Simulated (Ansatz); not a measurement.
# AlF2H2N + SiH4: a complex and its separated parts, part 2 of 3

Ansatz 0.2.0, Gaussian basis.

### 10 B3LYP-D4/def2-TZVPP

The inputs:

parta/in.yaml

```yaml
crystal:
  periodic: [false, false, false]
  atoms:
    - {symbol: Al, position_ang: [0.023591, 0.536840, -1.206700]}
    - {symbol: N, position_ang: [1.741566, 0.762132, -1.416253]}
    - {symbol: F, position_ang: [-0.701433, -0.856704, -1.677845]}
    - {symbol: F, position_ang: [-0.899150, 1.714260, -0.534513]}
    - {symbol: H, position_ang: [2.360148, 0.079876, -1.821064]}
    - {symbol: H, position_ang: [2.243925, 1.591634, -1.148800]}
basis:
  gaussian: {orbitals: def2-TZVPP}
hamiltonian: {xc: {name: B3LYP}, dispersion: d4}
```

partb/in.yaml

```yaml
crystal:
  periodic: [false, false, false]
  atoms:
    - {symbol: H, position_ang: [0.167433, -0.301935, 0.705408]}
    - {symbol: Si, position_ang: [-0.953658, -0.765579, 1.561052]}
    - {symbol: H, position_ang: [-0.956756, 0.001641, 2.832025]}
    - {symbol: H, position_ang: [-2.239201, -0.551082, 0.850329]}
    - {symbol: H, position_ang: [-0.786466, -2.210885, 1.856262]}
basis:
  gaussian: {orbitals: def2-TZVPP}
hamiltonian: {xc: {name: B3LYP}, dispersion: d4}
```

The same command starts each run, in its folder.

Command:

```console
$ ansatz run in.yaml --threads 8 --pin off --events-out ev --progress --plain --max-ram 19148MiB
```

Output in parta (excerpt; [...] marks lines left out):

```text
Functional definition: B3LYP
  name "B3LYP"
  cite "Stephens, Devlin, Chabalowski & Frisch, J. Phys. Chem. 98, 11623 (1994) doi:10.1021/j100096a001"
  cite "Becke, Phys. Rev. A 38, 3098 (1988) doi:10.1103/PhysRevA.38.3098"
  cite "Lee, Yang & Parr, Phys. Rev. B 37, 785 (1988) doi:10.1103/PhysRevB.37.785"
  cite "Vosko, Wilk & Nusair, Can. J. Phys. 58, 1200 (1980) doi:10.1139/p80-159"
[...]
878 factors; their error is unknown
[...]
mean field -13562.77487646 eV, -498.4227835308 hartree, gradient 5.8e-5 eV, S^2 0.000000; 0 other end points of the search recorded, 0 dependent functions left out
reference -13562.77510319 eV, -498.4227918632 hartree; 20, 20 occupied and 143, 143 virtual orbitals, 878 factors
Total energy: -13562.91458368 eV, -498.4279176766 hartree
```

Output in partb (excerpt; [...] marks lines left out):

```text
[... 6 set-up lines as earlier in the session ...]
[...]
527 factors; their error is unknown
[...]
mean field -7943.47015197 eV, -291.9171438075 hartree, gradient 4.1e-5 eV, S^2 0.000000; 0 other end points of the search recorded, 0 dependent functions left out
reference -7943.47036262 eV, -291.9171515489 hartree; 9, 9 occupied and 89, 89 virtual orbitals, 527 factors
Total energy: -7943.53902820 eV, -291.9196749622 hartree
```

Wall times: 0.6 s (parta), 0.25 s (partb) on 8 threads of Arm Neoverse V1, shared host.

### 11 r2SCAN0-D4/def2-TZVPP

The same edit goes into each in.yaml of step 10 (parta, partb):

```diff
-hamiltonian: {xc: {name: B3LYP}, dispersion: d4}
+hamiltonian: {xc: {name: r2SCAN0}, dispersion: d4}
```

Each run has its own folder and the same command.

Command:

```console
$ ansatz run in.yaml --threads 8 --pin off --events-out ev --progress --plain --max-ram 19148MiB
```

parta printed (excerpt; [...] marks lines left out):

```text
Functional definition: r2SCAN0
  name "r2SCAN0"
  cite "Bursch, Neugebauer, Ehlert & Grimme, J. Chem. Phys. 156, 134105 (2022) doi:10.1063/5.0086040"
[... 3 set-up lines as earlier in the session ...]
[...]
885 factors; their error is unknown
[...]
mean field -13557.26959556 eV, -498.2204681895 hartree, gradient 5.6e-5 eV, S^2 0.000000; 0 other end points of the search recorded, 0 dependent functions left out
reference -13557.26960519 eV, -498.2204685433 hartree; 20, 20 occupied and 143, 143 virtual orbitals, 885 factors
Total energy: -13557.29292797 eV, -498.2213256399 hartree
```

partb printed (excerpt; [...] marks lines left out):

```text
[... 6 set-up lines as earlier in the session ...]
[...]
527 factors; their error is unknown
[...]
mean field -7941.68716337 eV, -291.8516201849 hartree, gradient 3.9e-6 eV, S^2 0.000000; 0 other end points of the search recorded, 0 dependent functions left out
reference -7941.68717182 eV, -291.8516204957 hartree; 9, 9 occupied and 89, 89 virtual orbitals, 527 factors
Total energy: -7941.69823528 eV, -291.8520270700 hartree
```

They took 1.2 s (parta), 0.55 s (partb) on 8 threads of Arm Neoverse V1, shared host.

### 12 BHLYP-D4/def2-TZVPP

The same edit goes into each in.yaml of step 11 (parta, partb):

```diff
-hamiltonian: {xc: {name: r2SCAN0}, dispersion: d4}
+hamiltonian: {xc: {name: BHLYP}, dispersion: d4}
```

The same command starts each run, in its folder.

Command:

```console
$ ansatz run in.yaml --threads 8 --pin off --events-out ev --progress --plain --max-ram 19148MiB
```

Output in parta (excerpt; [...] marks lines left out):

```text
Functional definition: BHLYP
  name "BHLYP"
  cite "Becke, J. Chem. Phys. 98, 1372 (1993) doi:10.1063/1.464304"
[... 2 set-up lines as earlier in the session ...]
[...]
942 factors; their error is unknown
[...]
mean field -13559.41410650 eV, -498.2992775128 hartree, gradient 2.8e-5 eV, S^2 0.000000; 0 other end points of the search recorded, 0 dependent functions left out
reference -13559.41425790 eV, -498.2992830767 hartree; 20, 20 occupied and 143, 143 virtual orbitals, 942 factors
Total energy: -13559.52204070 eV, -498.3032440216 hartree
```

Log of partb (excerpt; [...] marks lines left out):

```text
[... 5 set-up lines as earlier in the session ...]
[...]
546 factors; their error is unknown
[...]
mean field -7942.64017586 eV, -291.8866427480 hartree, gradient 4.8e-6 eV, S^2 0.000000; 0 other end points of the search recorded, 0 dependent functions left out
reference -7942.64031846 eV, -291.8866479885 hartree; 9, 9 occupied and 89, 89 virtual orbitals, 546 factors
Total energy: -7942.68790123 eV, -291.8883966231 hartree
```

Times: 0.6 s (parta), 0.25 s (partb) on 8 threads of Arm Neoverse V1, shared host.

### 13 CAM-B3LYP-D4/def2-TZVPP

Each input of step 12 (parta, partb) changes in the same lines:

```diff
-hamiltonian: {xc: {name: BHLYP}, dispersion: d4}
+hamiltonian: {xc: {name: CAM-B3LYP}, dispersion: d4}
```

Each run has its own folder and the same command.

Command:

```console
$ ansatz run in.yaml --threads 8 --pin off --events-out ev --progress --plain --max-ram 19148MiB
```

Output in parta (excerpt; [...] marks lines left out):

```text
Functional definition: CAM-B3LYP
  name "CAM-B3LYP"
  cite "Yanai, Tew & Handy, Chem. Phys. Lett. 393, 51 (2004) doi:10.1016/j.cplett.2004.06.011"
  cite "Iikura, Tsuneda, Yanai & Hirao, J. Chem. Phys. 115, 3540 (2001) doi:10.1063/1.1383587"
[... 2 set-up lines as earlier in the session ...]
[...]
  # Exact exchange under (alpha + beta erf(omega r))/r, Becke's under what is left of 1/r.
[...]
873 factors; their error is unknown
207 factors; integrals over basis functions are off by at most 9.9e-6 eV
[...]
mean field -13560.54551936 eV, -498.3408561685 hartree, gradient 6.4e-5 eV, S^2 0.000000; 0 other end points of the search recorded, 0 dependent functions left out
reference -13560.54562979 eV, -498.3408602270 hartree; 20, 20 occupied and 143, 143 virtual orbitals, 873 factors
Total energy: -13560.61807517 eV, -498.3435225453 hartree
```

Log of partb (excerpt; [...] marks lines left out):

```text
[... 6 set-up lines as earlier in the session ...]
[...]
  # Exact exchange under (alpha + beta erf(omega r))/r, Becke's under what is left of 1/r.
[...]
527 factors; their error is unknown
147 factors; integrals over basis functions are off by at most 1.1e-5 eV
[...]
mean field -7942.76497963 eV, -291.8912292018 hartree, gradient 9.0e-6 eV, S^2 0.000000; 0 other end points of the search recorded, 0 dependent functions left out
reference -7942.76508209 eV, -291.8912329674 hartree; 9, 9 occupied and 89, 89 virtual orbitals, 527 factors
Total energy: -7942.79925119 eV, -291.8924886585 hartree
```

They took 0.7 s (parta), 0.3 s (partb) on 8 threads of Arm Neoverse V1, shared host.

### 14 wB97X-V/def2-TZVPP

The same edit goes into each in.yaml of step 13 (parta, partb):

```diff
-hamiltonian: {xc: {name: CAM-B3LYP}, dispersion: d4}
+hamiltonian: {xc: {name: wB97X-V}}
```

Each run has its own folder and the same command.

Command:

```console
$ ansatz run in.yaml --threads 8 --pin off --events-out ev --progress --plain --max-ram 19148MiB
```

parta printed (excerpt; [...] marks lines left out):

```text
Functional definition: wB97X-V
  name "wB97X-V"
  cite "Mardirossian & Head-Gordon, Phys. Chem. Chem. Phys. 16, 9904 (2014) doi:10.1039/C3CP54374A"
[... 2 set-up lines as earlier in the session ...]
[...]
      + integral(e_c_pw_opposite_spin*poly(b97_u_opposite, cos0, cos1)) + vv10(b, c)
873 factors; their error is unknown
189 factors; integrals over basis functions are off by at most 9.6e-6 eV
[...]
mean field -13558.58264282 eV, -498.2687217864 hartree, gradient 4.7e-5 eV, S^2 0.000000; 0 other end points of the search recorded, 0 dependent functions left out
reference -13558.58264092 eV, -498.2687217164 hartree; 20, 20 occupied and 143, 143 virtual orbitals, 873 factors
Total energy: -13558.58264092 eV, -498.2687217164 hartree
```

Log of partb (excerpt; [...] marks lines left out):

```text
[... 5 set-up lines as earlier in the session ...]
[...]
      + integral(e_c_pw_opposite_spin*poly(b97_u_opposite, cos0, cos1)) + vv10(b, c)
527 factors; their error is unknown
136 factors; integrals over basis functions are off by at most 1.1e-5 eV
[...]
mean field -7941.38122479 eV, -291.8403771496 hartree, gradient 2.9e-5 eV, S^2 0.000000; 0 other end points of the search recorded, 0 dependent functions left out
reference -7941.38122305 eV, -291.8403770857 hartree; 9, 9 occupied and 89, 89 virtual orbitals, 527 factors
Total energy: -7941.38122305 eV, -291.8403770857 hartree
```

Times: 1.5 s (parta), 0.6 s (partb) on 8 threads of Arm Neoverse V1, shared host.

### 15 wB97M-V/def2-TZVPP

Each input of step 14 (parta, partb) changes in the same lines:

```diff
-hamiltonian: {xc: {name: wB97X-V}}
+hamiltonian: {xc: {name: wB97M-V}}
```

One command serves all of them, each in its own folder.

Command:

```console
$ ansatz run in.yaml --threads 8 --pin off --events-out ev --progress --plain --max-ram 19148MiB
```

Log of parta (excerpt; [...] marks lines left out):

```text
Functional definition: wB97M-V
  name "wB97M-V"
  cite "Mardirossian & Head-Gordon, J. Chem. Phys. 144, 214110 (2016) doi:10.1063/1.4952647"
[... 2 set-up lines as earlier in the session ...]
  # Of w^i u^j: cxij and so on, Table III.
[...]
  gx(w, u) = 1 - cx + cx01*u + cx10*w
[...]
      + integral(e_c_pw_mod_opposite_spin*gos(b97_w_opposite, b97_u_opposite)) + vv10(b, c)
857 factors; their error is unknown
189 factors; integrals over basis functions are off by at most 9.6e-6 eV
[...]
mean field -13559.85999899 eV, -498.3156637595 hartree, gradient 4.7e-5 eV, S^2 0.000000; 0 other end points of the search recorded, 0 dependent functions left out
reference -13559.86004581 eV, -498.3156654803 hartree; 20, 20 occupied and 143, 143 virtual orbitals, 857 factors
Total energy: -13559.86004581 eV, -498.3156654803 hartree
```

partb printed (excerpt; [...] marks lines left out):

```text
[... 5 set-up lines as earlier in the session ...]
  # Of w^i u^j: cxij and so on, Table III.
[...]
  gx(w, u) = 1 - cx + cx01*u + cx10*w
[...]
      + integral(e_c_pw_mod_opposite_spin*gos(b97_w_opposite, b97_u_opposite)) + vv10(b, c)
527 factors; their error is unknown
136 factors; integrals over basis functions are off by at most 1.1e-5 eV
[...]
mean field -7941.54404204 eV, -291.8463605731 hartree, gradient 4.9e-5 eV, S^2 0.000000; 0 other end points of the search recorded, 0 dependent functions left out
reference -7941.54408443 eV, -291.8463621308 hartree; 9, 9 occupied and 89, 89 virtual orbitals, 527 factors
Total energy: -7941.54408443 eV, -291.8463621308 hartree
```

They took 1.6 s (parta), 0.6 s (partb) on 8 threads of Arm Neoverse V1, shared host.

### 16 B2PLYP/def2-TZVPP

Each input of step 15 (parta, partb) changes in the same lines:

```diff
-hamiltonian: {xc: {name: wB97M-V}}
+hamiltonian: {xc: {name: B2PLYP}}
```

One command serves all of them, each in its own folder.

Command:

```console
$ ansatz run in.yaml --threads 8 --pin off --events-out ev --progress --plain --max-ram 19148MiB
```

Output in parta (excerpt; [...] marks lines left out):

```text
Functional definition: B2PLYP
  name "B2PLYP"
  cite "Grimme, J. Chem. Phys. 124, 034108 (2006) doi:10.1063/1.2148954"
[... 2 set-up lines as earlier in the session ...]
[...]
1017 factors; integrals over basis functions are off by at most 8.6e-4 eV
[...]
mean field -13548.21430104 eV, -497.8876922536 hartree, gradient 3.6e-6 eV, S^2 0.000000; 0 other end points of the search recorded, 0 dependent functions left out
8 core orbitals not correlated: weight in the atoms' cores, before any rotation towards them, 1.000 or more for the frozen orbitals, at most 0.000 for the correlated occupied ones
reference -13548.21444246 eV, -497.8876974507 hartree; 12, 12 occupied and 143, 143 virtual orbitals, 1017 factors
second order -25.58197674 eV of doubles, -0.00000000 eV of singles
Total energy: -13555.12157618 eV, -498.1415299331 hartree
```

Output in partb (excerpt; [...] marks lines left out):

```text
[... 5 set-up lines as earlier in the session ...]
[...]
537 factors; integrals over basis functions are off by at most 8.5e-4 eV
[...]
mean field -7937.89730598 eV, -291.7123454946 hartree, gradient 2.5e-6 eV, S^2 0.000000; 0 other end points of the search recorded, 0 dependent functions left out
5 core orbitals not correlated: weight in the atoms' cores, before any rotation towards them, 1.000 or more for the frozen orbitals, at most 0.000 for the correlated occupied ones
reference -7937.89743912 eV, -291.7123503877 hartree; 4, 4 occupied and 89, 89 virtual orbitals, 537 factors
second order -4.78237699 eV of doubles, -0.00000000 eV of singles
Total energy: -7939.18868091 eV, -291.7598026481 hartree
```

They took 1 s (parta), 0.3 s (partb) on 8 threads of Arm Neoverse V1, shared host.

### 17 PBE-QIDH/def2-TZVPP

The same edit goes into each in.yaml of step 16 (parta, partb):

```diff
-hamiltonian: {xc: {name: B2PLYP}}
+hamiltonian: {xc: {name: PBE-QIDH}}
```

Each run has its own folder and the same command.

Command:

```console
$ ansatz run in.yaml --threads 8 --pin off --events-out ev --progress --plain --max-ram 19148MiB
```

parta printed (excerpt; [...] marks lines left out):

```text
Functional definition: PBE-QIDH
  name "PBE-QIDH"
  cite "Brémond, Sancho-García, Pérez-Jiménez & Adamo, J. Chem. Phys. 141, 031101 (2014) doi:10.1063/1.4890314"
[... 1 set-up line as earlier in the session ...]
[...]
1017 factors; integrals over basis functions are off by at most 8.6e-4 eV
[...]
mean field -13540.95801286 eV, -497.6210285817 hartree, gradient 4.1e-6 eV, S^2 0.000000; 0 other end points of the search recorded, 0 dependent functions left out
8 core orbitals not correlated: weight in the atoms' cores, before any rotation towards them, 1.000 or more for the frozen orbitals, at most 0.000 for the correlated occupied ones
reference -13540.95802450 eV, -497.6210290092 hartree; 12, 12 occupied and 143, 143 virtual orbitals, 1017 factors
second order -23.85045460 eV of doubles, -0.00000000 eV of singles
Total energy: -13548.90817603 eV, -497.9131916892 hartree
```

partb printed (excerpt; [...] marks lines left out):

```text
[... 4 set-up lines as earlier in the session ...]
[...]
537 factors; integrals over basis functions are off by at most 8.5e-4 eV
[...]
mean field -7935.34618748 eV, -291.6185936191 hartree, gradient 4.6e-6 eV, S^2 0.000000; 0 other end points of the search recorded, 0 dependent functions left out
5 core orbitals not correlated: weight in the atoms' cores, before any rotation towards them, 1.000 or more for the frozen orbitals, at most 0.000 for the correlated occupied ones
reference -7935.34619805 eV, -291.6185940077 hartree; 4, 4 occupied and 89, 89 virtual orbitals, 537 factors
second order -4.44766420 eV of doubles, -0.00000000 eV of singles
Total energy: -7936.82875279 eV, -291.6730768893 hartree
```

Times: 1 s (parta), 0.3 s (partb) on 8 threads of Arm Neoverse V1, shared host.

### 18 RPA on PBE/def2-TZVPP

The same edit goes into each in.yaml of step 17 (parta, partb):

```diff
-hamiltonian: {xc: {name: PBE-QIDH}}
+hamiltonian: {xc: pbe}
+correlation: {method: rpa}
```

One command serves all of them, each in its own folder.

Command:

```console
$ ansatz run in.yaml --threads 8 --pin off --events-out ev --progress --plain --max-ram 19148MiB
```

Log of parta (excerpt; [...] marks lines left out):

```text
[... 4 set-up lines as earlier in the session ...]
[...]
1017 factors; integrals over basis functions are off by at most 8.6e-4 eV
[...]
mean field -13551.26292120 eV, -497.9997269783 hartree, gradient 4.4e-6 eV, S^2 0.000000; 0 other end points of the search recorded, 0 dependent functions left out
8 core orbitals not correlated: weight in the atoms' cores, before any rotation towards them, 1.000 or more for the frozen orbitals, at most 0.000 for the correlated occupied ones
reference -13515.75653177 eV, -496.6948912336 hartree; 12, 12 occupied and 143, 143 virtual orbitals, 1017 factors
Total energy: -13548.34827637 eV, -497.8926157562 hartree
```

Log of partb (excerpt; [...] marks lines left out):

```text
[... 4 set-up lines as earlier in the session ...]
[...]
537 factors; integrals over basis functions are off by at most 8.5e-4 eV
[...]
mean field -7938.15279048 eV, -291.7217343770 hartree, gradient 6.0e-7 eV, S^2 0.000000; 0 other end points of the search recorded, 0 dependent functions left out
5 core orbitals not correlated: weight in the atoms' cores, before any rotation towards them, 1.000 or more for the frozen orbitals, at most 0.000 for the correlated occupied ones
reference -7925.04985709 eV, -291.2402104565 hartree; 4, 4 occupied and 89, 89 virtual orbitals, 537 factors
Total energy: -7933.57989056 eV, -291.5536834046 hartree
```

They took 1 s (parta), 0.3 s (partb) on 8 threads of Arm Neoverse V1, shared host.

(Part 2 of 3 ends here.)
